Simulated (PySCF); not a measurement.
# InH₃: a look at the electrons

Aim: take InH₃ and analyse its density (charges, bond critical points, surface potential), see where an electron leaves and enters and measure its response to a uniform field.

The runs use PySCF 2.14.0; levels as typed in each script, gas phase, geometry from GFN2-xTB.

### Step 1. Starting geometry

SMILES `[InH3]`, 4 atoms, charge 0, spin multiplicity 1.

Bond lengths: In1–H2 1.719 Å, In1–H3 1.719 Å, In1–H4 1.719 Å. Angles: H2–In1–H3 120.0°, H2–In1–H4 120.0°, H3–In1–H4 120.0°.

Geometry (Å):

```
In    0.0000    0.0000    0.0000
H     0.1872    1.7084    0.0000
H     1.3859   -1.0163    0.0000
H    -1.5731   -0.6921    0.0000
```

### Step 2. Density, bond paths and surface potential (B3LYP/def2-svpd)

The input, input.py:

```python
import numpy as np
from pyscf import gto, scf, dft
from pyscf.scf import atom_ks, atom_hf
from scipy.linalg import block_diag

def solve(mol, dm0=None, hcore=None):
    mf = (dft.UKS if mol.spin else dft.RKS)(mol, xc='b3lyp')
    mf.grids.level = 3
    mf = mf.density_fit(auxbasis='def2-universal-jkfit')
    mf.conv_tol, mf.max_cycle = 1e-8, 80
    if hcore is not None:
        mf.get_hcore = lambda *args: hcore
    mf.kernel(dm0)
    if not mf.converged:
        mf = mf.newton().run(mf.mo_coeff, mf.mo_occ, max_cycle=30)
    assert mf.converged, 'SCF not converged'
    return mf

mol = gto.M(atom='''
In     0.00000     0.00000     0.00000
H      0.18715     1.70836     0.00000
H      1.38592    -1.01625     0.00000
H     -1.57305    -0.69211     0.00000
''', basis='def2-svpd', ecp={'In': 'def2-svpd'}, charge=0, spin=0, verbose=4)
mf = solve(mol)
mf.analyze()
# spherically averaged free atoms, for the promolecule
atom_ks.AtomSphAverageRKS.init_guess_by_vsap = lambda self, mol=None: self.init_guess_by_minao(mol)  # core potentials
atm = atom_ks.get_atm_nrks(mol, xc='b3lyp')
pro = block_diag(*[(atm[a[0]][2] * atm[a[0]][3]) @ atm[a[0]][2].T for a in mol._atom])
np.savez('result.npz', e=mf.e_tot, c=mf.mo_coeff, occ=mf.mo_occ, eps=mf.mo_energy, pro=pro, dip=mf.dip_moment(verbose=0), s2=mf.spin_square()[0])
```

Run with:

```
OMP_NUM_THREADS=1 python input.py
```

### Step 4. Removing and adding an electron (B3LYP/def2-svpd)

The input, input.py:

```python
import numpy as np
from pyscf import gto, scf, dft
from pyscf.scf import atom_ks, atom_hf
from scipy.linalg import block_diag

def solve(mol, dm0=None, hcore=None):
    mf = (dft.UKS if mol.spin else dft.RKS)(mol, xc='b3lyp')
    mf.grids.level = 3
    mf = mf.density_fit(auxbasis='def2-universal-jkfit')
    mf.conv_tol, mf.max_cycle = 1e-8, 80
    if hcore is not None:
        mf.get_hcore = lambda *args: hcore
    mf.kernel(dm0)
    if not mf.converged:
        mf = mf.newton().run(mf.mo_coeff, mf.mo_occ, max_cycle=30)
    assert mf.converged, 'SCF not converged'
    return mf

mol = gto.M(atom='''
In     0.00000     0.00000     0.00000
H      0.18715     1.70836     0.00000
H      1.38592    -1.01625     0.00000
H     -1.57305    -0.69211     0.00000
''', basis='def2-svpd', ecp={'In': 'def2-svpd'}, charge=0, spin=0, verbose=4)
mf = solve(mol)
out = dict(e0=mf.e_tot, dm0=mf.make_rdm1(), c=mf.mo_coeff, occ=mf.mo_occ, eps=mf.mo_energy)
for name, dq, spin in [('cation', 1, 1)]:
    ion = mol.copy().set(charge=mol.charge + dq, spin=spin).build()
    mi = solve(ion)
    if spin and dq > 0 and mol.nao < 130:
        c, _, stable, _ = mi.stability(return_status=True)
        if not stable:
            mi = solve(ion, mi.make_rdm1(c, mi.mo_occ))
    print(name, 'vertical energy change / eV', (mi.e_tot - mf.e_tot) * 27.211386)
    out.update({'e_' + name: mi.e_tot, 'dm_' + name: mi.make_rdm1(), 's2_' + name: mi.spin_square()[0], 'eps_' + name: mi.mo_energy, 'occ_' + name: mi.mo_occ})
# spherically averaged free atoms, for the promolecule
atom_ks.AtomSphAverageRKS.init_guess_by_vsap = lambda self, mol=None: self.init_guess_by_minao(mol)  # core potentials
atm = atom_ks.get_atm_nrks(mol, xc='b3lyp')
pro = block_diag(*[(atm[a[0]][2] * atm[a[0]][3]) @ atm[a[0]][2].T for a in mol._atom])
np.savez('result.npz', pro=pro, **out)
```

### Step 5. Response to an electric field (B3LYP/def2-svpd)

Changes to input.py since step 4:

```diff
@@ -24,13 +24,10 @@
 ''', basis='def2-svpd', ecp={'In': 'def2-svpd'}, charge=0, spin=0, verbose=4)
+field = np.array([0.004, 0.0, 0.0])  # atomic units
+mol.set_common_orig(mol.atom_charges() @ mol.atom_coords() / mol.atom_charges().sum())
 mf = solve(mol)
-out = dict(e0=mf.e_tot, dm0=mf.make_rdm1(), c=mf.mo_coeff, occ=mf.mo_occ, eps=mf.mo_energy)
-for name, dq, spin in [('cation', 1, 1)]:
-    ion = mol.copy().set(charge=mol.charge + dq, spin=spin).build()
-    mi = solve(ion)
-    if spin and dq > 0 and mol.nao < 130:
-        c, _, stable, _ = mi.stability(return_status=True)
-        if not stable:
-            mi = solve(ion, mi.make_rdm1(c, mi.mo_occ))
-    print(name, 'vertical energy change / eV', (mi.e_tot - mf.e_tot) * 27.211386)
-    out.update({'e_' + name: mi.e_tot, 'dm_' + name: mi.make_rdm1(), 's2_' + name: mi.spin_square()[0], 'eps_' + name: mi.mo_energy, 'occ_' + name: mi.mo_occ})
+out = dict(dm0=mf.make_rdm1(), d0=mf.dip_moment(unit='AU'), e0=mf.e_tot)
+for name, sign in (('p', 1), ('m', -1)):
+    h = mf.get_hcore() + sign * np.einsum('x,xij->ij', field, mol.intor('int1e_r'))
+    mi = solve(mol, mf.make_rdm1(), h)
+    out.update({'dm' + name: mi.make_rdm1(), 'd' + name: mi.dip_moment(unit='AU'), 'e' + name: mi.e_tot})
 # spherically averaged free atoms, for the promolecule
```

(Steps that only read results are left out.)

Q: Predict the outcome of this session. Wanted: dipole moment; HOMO, LUMO; polarisability along the field.

The runs gave:

| quantity | value |
| --- | --- |
| dipole moment (B3LYP/def2-svpd) | 0.00 D |
| HOMO, LUMO (B3LYP/def2-svpd) | -8.00, -2.20 eV |
| polarisability along the field (B3LYP/def2-svpd) | 46.5 bohr³ |

**Reading.** At B3LYP/def2-svpd: The highest Hirshfeld charge is on In1 (+0.45 e), the lowest on H2, H3 and H4 (−0.15 e). All values hold at the given geometry, in the gas phase.
